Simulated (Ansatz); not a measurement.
# CuSn3: the cost of one run

Method: DFT PBE, scalar-relativistic, plane waves, PAW, in Ansatz 0.2.0.

2 further runs of the same task are left out: 1 that didn't finish, 1 set aside as unsound or not needed.

## Step 1: Starting point

The structure is cubic, space group Fm-3m (No. 225). Conventional cell: a = 7.180 Å, b = 7.180 Å, c = 7.180 Å, α = 90.00°, β = 90.00°, γ = 90.00°. Cu (site symmetry m-3m) has 8 Sn at 3.11 Å as nearest neighbours. Sn (site symmetry m-3m) is surrounded by 8 Sn at 3.11 Å. Sn (site symmetry -43m) has 4 Cu at 3.11 Å and 4 Sn at 3.11 Å as nearest neighbours.

Structure file:

```cif
data_structure
_symmetry_space_group_name_H-M 'Fm-3m'
_symmetry_Int_Tables_number 225
_cell_length_a 7.1802
_cell_length_b 7.1802
_cell_length_c 7.1802
_cell_angle_alpha 90.000
_cell_angle_beta 90.000
_cell_angle_gamma 90.000
_cell_volume 370.17
loop_
_atom_site_label
_atom_site_type_symbol
_atom_site_symmetry_multiplicity
_atom_site_Wyckoff_symbol
_atom_site_fract_x
_atom_site_fract_y
_atom_site_fract_z
_atom_site_occupancy
Cu1 Cu 4 a 0.00000 0.00000 0.00000 1
Sn1 Sn 4 b 0.50000 0.00000 0.00000 1
Sn2 Sn 8 c 0.25000 0.75000 0.75000 1
```

Recipe of the guess: random cell by space group and Wyckoff sites (Fm-3m, No. 225). The dimensions are guesses.

## Step 2: The guess as it stands, on a coarse mesh

Contents of input.yaml:

```yaml
crystal:
  lattice:
    - [0.0, 3.59008174, 3.59008174]
    - [3.59008174, 0.0, 3.59008174]
    - [3.59008174, 3.59008174, 0.0]
  atoms:
    - { symbol: Cu, position: [0.0, 0.0, 0.0] }
    - { symbol: Sn, position: [0.5, 0.5, 0.5] }
    - { symbol: Sn, position: [0.25, 0.25, 0.25] }
    - { symbol: Sn, position: [0.75, 0.75, 0.75] }
basis:
  ecutwfc: 420
kpoints:
  mp_grid: { grid: [4, 4, 4] }
hamiltonian:
  xc: pbe
scf:
  occupations: { method: gaussian, width: 0.1 }
  lower_state_search: "off"
output:
  forces: true
  stress: true
  eigenvalues: true
```

The run is started by

```bash
ansatz run input.yaml --threads 1 --pin off --max-ram 2560MiB --backend cpu --events-out ev --progress --plain --runs-dir out
```

What time and memory should one allow on 1 thread of Arm Neoverse V2, shared host?

About 1.6 s, with a peak of 0.34 GiB.
